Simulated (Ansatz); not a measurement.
# AlH5Se: how energies converge with the basis set

An exercise on one series of results from a longer session: the logs are not shown, and one member is left open.

Program: Ansatz 0.2.0, Gaussian basis. Level of theory: one geometry, several basis sets. These are calculated values, not measurements.

Levels to be run: PBE0-D4/def2-SVP; ωB97M-V/def2-SVP; PBE0-D4/def2-QZVPP; ωB97M-V/def2-QZVPP; the functionals' def2-TZVPP values are taken from earlier runs.

### The relaxed structure

The geometry comes from an earlier relaxation with PBE0-D4 in a triple-zeta def2 set; it is a stationary point, not always the lowest conformer.

SMILES `[AlH3-][SeH2+]`, 7 atoms, charge 0, spin multiplicity 1.

Atoms are counted from 1 here; the program's logs count them from 0.

Bond lengths: Al1–Se2 2.668 Å, Al1–H3 1.596 Å, Al1–H4 1.596 Å, Al1–H5 1.595 Å, Se2–H6 1.469 Å, Se2–H7 1.469 Å. Angles: Se2–Al1–H3 94.9°, Se2–Al1–H4 94.8°, Se2–Al1–H5 99.4°, H3–Al1–H4 118.8°, H3–Al1–H5 118.8°, H4–Al1–H5 118.8°, Al1–Se2–H6 97.2°, Al1–Se2–H7 97.1°, H6–Se2–H7 91.6°.

As a file:

```xyz
7

Al   -0.74417   -0.59197   -0.66056
Se    0.80492    0.31879    1.31095
H    -0.12086   -2.06117   -0.65712
H    -2.11459   -0.33630    0.11643
H    -0.31744    0.42035   -1.81723
H     2.04490    0.43620    0.53195
H     0.50844    1.74619    1.12988
```

The first run:

Contents of in.yaml:

```yaml
crystal:
  periodic: [false, false, false]
  atoms:
    - {symbol: Al, position_ang: [-0.744171, -0.591968, -0.660555]}
    - {symbol: Se, position_ang: [0.804922, 0.318788, 1.310951]}
    - {symbol: H, position_ang: [-0.120860, -2.061166, -0.657125]}
    - {symbol: H, position_ang: [-2.114594, -0.336296, 0.116433]}
    - {symbol: H, position_ang: [-0.317440, 0.420355, -1.817225]}
    - {symbol: H, position_ang: [2.044905, 0.436197, 0.531947]}
    - {symbol: H, position_ang: [0.508438, 1.746189, 1.129876]}
basis:
  gaussian: {orbitals: def2-SVP}
hamiltonian: {xc: pbe0, dispersion: d4}
output: {orbitals: {seedname: orbitals}}
```

Among the steps run: PBE0-D4 in def2-SVP; ωB97M-V in def2-SVP; PBE0-D4 in def2-QZVPP; ωB97M-V in def2-QZVPP.

One table of the session follows, with a row left open; its other results are not shown here.

It belongs to the step «Functionals by basis». 

| functional | basis | HOMO (eV) |
| --- | --- | --- |
| PBE0-D4 | def2-SVP | -7.78 |
| PBE0-D4 | def2-TZVPP | -7.82 |
| PBE0-D4 | def2-QZVPP | -7.82 |
| ωB97M-V | def2-SVP | ? |
| ωB97M-V | def2-TZVPP | -10.07 |
| ωB97M-V | def2-QZVPP | -10.07 |

**Question.** Estimate the row for ωB97M-V, def2-SVP.

**Answer.** HOMO (eV): -9.97. In the column «HOMO (eV)» it lies between ωB97M-V, def2-QZVPP (-10.07) and PBE0-D4, def2-TZVPP (-7.82).
